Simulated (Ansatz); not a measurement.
**BrH₃InN: a ladder of functionals and wavefunction methods**

The task here is to estimate one member of a computed series from the others.

Method: functionals in def2-TZVPP, the program's frozen cores in correlated methods; program: Ansatz 0.2.0, Gaussian basis.

The runs, in order: LDA (SPW92), PBE-D4, revPBE-D4, BLYP-D4, r2SCAN-D4, B97M-V, PBE0-D4, B3LYP-D4, r2SCANh-D4, r2SCAN0-D4, HSE06-D4, BHLYP-D4, CAM-B3LYP-D4, LC-ωPBE, ωB97X-V, ωB97M-V, B2PLYP, PBE-QIDH; CCSD(T)/def2-SVP; CCSD(T)/def2-TZVPP; MP2/def2-QZVPP; extrapolation to the limit; RPA on PBE.

**The relaxed structure**

The geometry comes from an earlier relaxation with PBE0-D4 in a triple-zeta def2 set; it is a stationary point. In takes the def2 core potential; no spin-orbit term is included.

6 atoms, charge 0, spin multiplicity 1.

Atoms are counted from 1 here; the program's logs count them from 0.

Bond lengths: N1–In2 1.996 Å, N1–H4 1.008 Å, N1–H5 1.007 Å, In2–Br3 2.479 Å, In2–H6 1.695 Å. Angles: In2–N1–H4 118.8°, In2–N1–H5 121.5°, H4–N1–H5 111.0°, N1–In2–Br3 109.9°, N1–In2–H6 130.2°, Br3–In2–H6 119.6°.

Coordinates:

```xyz
6

N    -0.00824   -0.62777   -0.99988
In    0.17997    0.65158    0.52067
Br   -0.07869   -0.54964    2.67351
H    -0.42961   -1.52717   -0.82797
H    -0.20476   -0.30902   -1.93520
H     0.58322    2.29812    0.52266
```

The first run:

in.yaml reads:

```yaml
crystal:
  periodic: [false, false, false]
  atoms:
    - {symbol: N, position_ang: [-0.008243, -0.627768, -0.999879]}
    - {symbol: In, position_ang: [0.179975, 0.651575, 0.520675]}
    - {symbol: Br, position_ang: [-0.078690, -0.549636, 2.673512]}
    - {symbol: H, position_ang: [-0.429607, -1.527175, -0.827971]}
    - {symbol: H, position_ang: [-0.204757, -0.309016, -1.935198]}
    - {symbol: H, position_ang: [0.583222, 2.298121, 0.522661]}
basis:
  gaussian: {orbitals: def2-TZVPP}
hamiltonian: {xc: lda}
output: {orbitals: {seedname: orbitals}}
```

Among the steps run: LDA; PBE-D4 (GGA); revPBE-D4 (GGA); BLYP-D4 (GGA); r2SCAN-D4 (meta-GGA); B97M-V (meta-GGA); PBE0-D4 (hybrid); B3LYP-D4 (hybrid); r2SCANh-D4 (hybrid); r2SCAN0-D4 (hybrid); HSE06-D4 (hybrid); BHLYP-D4 (hybrid); CAM-B3LYP-D4 (range-separated); LC-ωPBE-D4 (range-separated; the results give it without D4); ωB97X-V (range-separated); ωB97M-V (range-separated); B2PLYP (double hybrid); PBE-QIDH (double hybrid).

One table of the session follows, with a row left open; its other results are not shown here.

It belongs to the step «Orbital energies across the functionals». 

| functional | HOMO (eV) | LUMO (eV) | gap (eV) |
| --- | --- | --- | --- |
| LDA (SPW92) | -6.35 | -2.24 | 4.10 |
| PBE-D4 | -6.14 | -1.98 | 4.16 |
| revPBE-D4 | -6.07 | -1.88 | 4.19 |
| BLYP-D4 | -6.02 | -1.96 | 4.06 |
| r2SCAN-D4 | -6.42 | -1.74 | 4.68 |
| B97M-V | -6.46 | -1.96 | 4.50 |
| PBE0-D4 | -7.46 | -1.27 | 6.19 |
| B3LYP-D4 | -7.23 | -1.55 | 5.68 |
| r2SCANh-D4 | ? | ? | ? |
| r2SCAN0-D4 | -7.67 | -1.12 | 6.55 |
| HSE06-D4 | -7.06 | -1.63 | 5.43 |
| BHLYP-D4 | -8.69 | -0.64 | 8.05 |
| CAM-B3LYP-D4 | -8.87 | -0.48 | 8.39 |
| LC-ωPBE | -10.28 | 0.61 | 10.89 |
| ωB97X-V | -9.89 | 0.49 | 10.38 |
| ωB97M-V | -9.79 | 0.22 | 10.00 |

Q: Estimate the row for r2SCANh-D4 from the others.

Worked estimate for «HOMO (eV)». Against the share of exact exchange, r2SCAN-D4 (0, -6.42), r2SCAN0-D4 (0.25, -7.67) give a slope of -5.00 per unit share; at 0.1 the line stands at -6.92.

As computed: HOMO (eV): -6.91; LUMO (eV): -1.48; gap (eV): 5.43. In «HOMO (eV)» the line misses by -0.01.
